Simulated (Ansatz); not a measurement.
Runs of Ansatz 0.2.0 on BPd4. It takes space group Pmm2 (No. 25, orthorhombic). Conventional cell: a = 2.892 Å, b = 4.365 Å, c = 5.856 Å, α = 90.00°, β = 90.00°, γ = 90.00°. Around Pd (site symmetry mm2) lie 1 B at 1.96 Å. Pd (site symmetry mm2) is surrounded by 2 B at 2.03 Å. Pd (site symmetry mm2) is surrounded by 10 Pd at 2.73 to 3.07 Å. Pd (site symmetry mm2) has 2 B at 2.18 Å as nearest neighbours. Around B (site symmetry mm2) lie 5 Pd at 1.96 to 2.18 Å. The cell comes from a database or a generator and needn't be the stable form of this composition.

| level | cutoff (eV) | gap on the mesh (eV) | pressure (GPa) | largest force (eV/Å) |
| --- | --- | --- | --- | --- |
| RPBE | 420 | none | 2.8 | 0.28 |
| r2SCAN | 500 | none | -4.7 | 0.34 |
| PBEsol | 420 | none | (b) | 0.20 |
| LDA | 420 | none | -13.3 | 0.23 |
| revPBE | 420 | none | (a) | 0.27 |

Alike in all rows: task projected density of states; potentials or basis Ansatz PAW; no spin polarisation; cell as given; k mesh 9 × 6 × 5; smearing fermi-dirac 0.05 eV.

Task: Estimate the missing entries.

Result: (a) 1.7; (b) -8.5.

Caveats: the PAW data sets come from PBE, with cores solved anew for the run's functional, which leaves a small shift of forces and pressure; the density of states is complete only up to the lowest level of the last band computed.

A k mesh can miss the band edges, and the runs leave out spin-orbit coupling on Pd.

A gap of «none» marks a metal or a gap under the smearing width.

Runs at the PBE level aren't shown here.
